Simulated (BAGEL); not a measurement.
**CH5AlFN (SMILES C[NH][AlH][F]) at PBE0/def2-SVP (density fitting with qzvpp-jkfit)**

What is the energy change on altering one bond length of CH5AlFN at PBE0/def2-SVP (density fitting with qzvpp-jkfit)? 

The results are computed with BAGEL 1.2.2.

1 further run of the same task is left out (set aside as unsound or not needed).

### Step 1. The system as given

CH5AlFN has 9 atoms, charge 0, and is taken as a singlet. As SMILES, `C[NH][AlH][F]`. Geometry: relaxed at PBE0-D4/def2-TZVP. This is one conformer, not always the lowest.

Bond lengths: C1–N2 1.448 Å, N2–Al3 1.758 Å, Al3–F4 1.652 Å, C1–H5 1.096 Å, C1–H6 1.093 Å, C1–H7 1.096 Å, N2–H8 1.009 Å, Al3–H9 1.571 Å. Some angles: C1–N2–Al3 127.2°, N2–Al3–F4 117.9°, C1–N2–H8 112.3°, Al3–N2–H8 120.5°, N2–C1–H5 112.3°, N2–C1–H6 110.0°, N2–C1–H7 112.3°, N2–Al3–H9 122.1°, F4–Al3–H9 120.1°, H5–C1–H6 107.1°.

### Step 2. A single-point energy at PBE0/def2-SVP (density fitting with qzvpp-jkfit)

File input.json:

```json
{ "bagel" : [

{
  "title" : "molecule",
  "basis" : "svp",
  "df_basis" : "qzvpp-jkfit",
  "angstrom" : true,
  "geometry" : [
    { "atom" : "C", "xyz" : [   -0.498500,    0.834500,   -0.836100 ] },
    { "atom" : "N", "xyz" : [   -0.009500,   -0.442400,   -0.359300 ] },
    { "atom" : "Al", "xyz" : [    0.650300,   -0.801700,    1.230200 ] },
    { "atom" : "F", "xyz" : [    1.143100,   -2.349500,    1.529300 ] },
    { "atom" : "H", "xyz" : [   -1.557500,    0.796500,   -1.116400 ] },
    { "atom" : "H", "xyz" : [   -0.401400,    1.589000,   -0.050800 ] },
    { "atom" : "H", "xyz" : [    0.064700,    1.198400,   -1.703100 ] },
    { "atom" : "H", "xyz" : [   -0.081000,   -1.165900,   -1.058800 ] },
    { "atom" : "H", "xyz" : [    0.778300,    0.294800,    2.347800 ] }
  ]
},
{ "title" : "ks", "xc_func" : "pbe0" },
{ "title" : "print", "file" : "orbitals.molden", "orbitals" : true }

]}
```

Run with:

```
$ BAGEL_NUM_THREADS=1 BAGEL input.json > input.out
```

Standard output:

```text
* using 1 threads per process

  ===============================================================
  ===============================================================

  *** Geometry ***

  { "atom" : "C", "xyz" : [     -0.942028,      1.576976,     -1.580000 ] },
  { "atom" : "N", "xyz" : [     -0.017952,     -0.836015,     -0.678979 ] },
  { "atom" : "Al", "xyz" : [      1.228889,     -1.514993,      2.324741 ] },
  { "atom" : "F", "xyz" : [      2.160146,     -4.439912,      2.889958 ] },
  { "atom" : "H", "xyz" : [     -2.943248,      1.505167,     -2.109690 ] },
  { "atom" : "H", "xyz" : [     -0.758536,      3.002775,     -0.095998 ] },
  { "atom" : "H", "xyz" : [      0.122265,      2.264648,     -3.218393 ] },
  { "atom" : "H", "xyz" : [     -0.153068,     -2.203232,     -2.000842 ] },
  { "atom" : "H", "xyz" : [      1.470774,      0.557091,      4.436699 ] },

  Number of auxiliary basis functions:      447

  Since a DF basis is specified, we compute 2- and 3-index integrals:
    o Being stored without compression. Storage requirement is 0.026 GB

  Number of basis functions:       85
  Number of electrons      :       40

    * METHOD: MOLECULE                             0.19

  *** Kohn-Sham DFT ***

    * Removing 15937 points whose weight is below 1.00e-10
    * Grid points: 118217

  === Nuclear Repulsion ===
   155.7231242764

       - DIIS with orbital gradients will be used.

  === KS iteration (pbe0 / svp) ===
      0       -408.04407541          0.11752725           0.39
      1       -369.95993088          0.16824923           0.37
      2       -371.28762741          0.16484593           0.37
      3       -403.77913800          0.17104032           0.37
      4       -430.40388704          0.08898122           0.37
      5       -437.14744436          0.03401363           0.37
      6       -437.41343445          0.02462854           0.37
      7       -437.67822311          0.00236816           0.37
      8       -437.68017937          0.00153623           0.36
      9       -437.68116644          0.00021376           0.36
     10       -437.68118492          0.00005814           0.36
     11       -437.68118652          0.00001298           0.36
     12       -437.68118660          0.00000179           0.37
     13       -437.68118660          0.00000040           0.36
     14       -437.68118660          0.00000018           0.37
     15       -437.68118660          0.00000010           0.36
     16       -437.68118660          0.00000003           0.36
     17       -437.68118660          0.00000001           0.36
    * SCF iteration converged.

    * Permanent dipole moment:
           (    0.341445,    -0.509672,     0.597092) a.u.

    * METHOD: KS                                   7.18

    * METHOD: PRINT                                0.01

  ===============================================================
```

Run time: 7.8 s. Hardware: 1 thread of Arm Neoverse V2, shared host; peak memory 0.46 GiB.

### Step 3. The distorted shape

File job.json:

```json
{ "bagel": [

{
  "title": "molecule",
  "basis": "svp",
  "df_basis": "qzvpp-jkfit",
  "angstrom": "true",
  "geometry": [
    { "atom": "C", "xyz": [   -0.572416,    1.066656,   -0.880962 ] },
    { "atom": "N", "xyz": [   -0.083416,   -0.210244,   -0.404162 ] },
    { "atom": "Al", "xyz": [    0.576384,   -0.569544,    1.185338 ] },
    { "atom": "F", "xyz": [    1.143100,   -2.349500,    1.529300 ] },
    { "atom": "H", "xyz": [   -1.631416,    1.028656,   -1.161262 ] },
    { "atom": "H", "xyz": [   -0.475316,    1.821156,   -0.095662 ] },
    { "atom": "H", "xyz": [   -0.009216,    1.430556,   -1.747962 ] },
    { "atom": "H", "xyz": [   -0.154916,   -0.933744,   -1.103662 ] },
    { "atom": "H", "xyz": [    0.704384,    0.526956,    2.302938 ] }
  ]
},
{ "title": "ks", "xc_func": "pbe0", "charge": 0 },
{ "title": "print", "file": "orbitals.molden", "orbitals": "true" }

]}
```

Run with:

```
$ BAGEL_NUM_THREADS=1 BAGEL job.json > job.out
```

Standard output:

```text
* using 1 threads per process

  ===============================================================
  ===============================================================

  *** Geometry ***

  { "atom" : "C", "xyz" : [     -1.081709,      2.015688,     -1.664777 ] },
  { "atom" : "N", "xyz" : [     -0.157633,     -0.397304,     -0.763755 ] },
  { "atom" : "Al", "xyz" : [      1.089208,     -1.076282,      2.239964 ] },
  { "atom" : "F", "xyz" : [      2.160146,     -4.439912,      2.889958 ] },
  { "atom" : "H", "xyz" : [     -3.082929,      1.943878,     -2.194467 ] },
  { "atom" : "H", "xyz" : [     -0.898217,      3.441486,     -0.180775 ] },
  { "atom" : "H", "xyz" : [     -0.017416,      2.703359,     -3.303169 ] },
  { "atom" : "H", "xyz" : [     -0.292749,     -1.764520,     -2.085619 ] },
  { "atom" : "H", "xyz" : [      1.331093,      0.995803,      4.351922 ] },

  Number of auxiliary basis functions:      447

  Since a DF basis is specified, we compute 2- and 3-index integrals:
    o Being stored without compression. Storage requirement is 0.026 GB

  Number of basis functions:       85
  Number of electrons      :       40

    * METHOD: MOLECULE                             0.18

  *** Kohn-Sham DFT ***

    * Removing 15696 points whose weight is below 1.00e-10
    * Grid points: 118458

  === Nuclear Repulsion ===
   149.3915268059

       - DIIS with orbital gradients will be used.

  === KS iteration (pbe0 / svp) ===
      0       -408.75577501          0.11402841           0.38
      1       -371.02300153          0.16582857           0.36
      2       -370.22959364          0.16854462           0.36
      3       -403.35913695          0.16746459           0.36
      4       -428.27574548          0.10861873           0.37
      5       -436.85924579          0.03949705           0.37
      6       -437.16965313          0.03230193           0.36
      7       -437.65727548          0.00267698           0.37
      8       -437.65896927          0.00212336           0.36
      9       -437.66085970          0.00033351           0.36
     10       -437.66090153          0.00013434           0.36
     11       -437.66091038          0.00001651           0.36
     12       -437.66091051          0.00000349           0.36
     13       -437.66091052          0.00000084           0.36
     14       -437.66091052          0.00000030           0.37
     15       -437.66091052          0.00000015           0.37
     16       -437.66091052          0.00000007           0.37
     17       -437.66091052          0.00000002           0.37
     18       -437.66091052          0.00000001           0.36
    * SCF iteration converged.

    * Permanent dipole moment:
           (    0.475287,    -0.897637,     0.700812) a.u.

    * METHOD: KS                                   7.51

    * METHOD: PRINT                                0.01

  ===============================================================
```

Run time: 8.1 s. Hardware: 1 thread of Arm Neoverse V2, shared host; peak memory 0.46 GiB.

### Step 4. Summary of results

At PBE0/def2-SVP (density fitting with qzvpp-jkfit):

```
                                                          quantity          value
                                         first shape: total energy  -437.68119 Eh
                                        first shape: dipole moment         2.18 D
                                          first shape: HOMO energy       -6.92 eV
                                          first shape: LUMO energy        0.07 eV
                                        first shape: HOMO–LUMO gap        6.99 eV
                                     distorted shape: total energy  -437.66091 Eh
                                    distorted shape: dipole moment         3.14 D
                                      distorted shape: HOMO energy       -7.17 eV
                                      distorted shape: LUMO energy       -0.31 eV
                                    distorted shape: HOMO–LUMO gap        6.85 eV
energy change with the Al3–F4 bond stretched from 1.652 to 1.899 Å       0.552 eV
```

With the Al3–F4 bond stretched from 1.652 to 1.899 Å the energy rises by 0.55 eV (53.2 kJ/mol). The first shape isn't relaxed at this level, so the change isn't measured from a minimum.
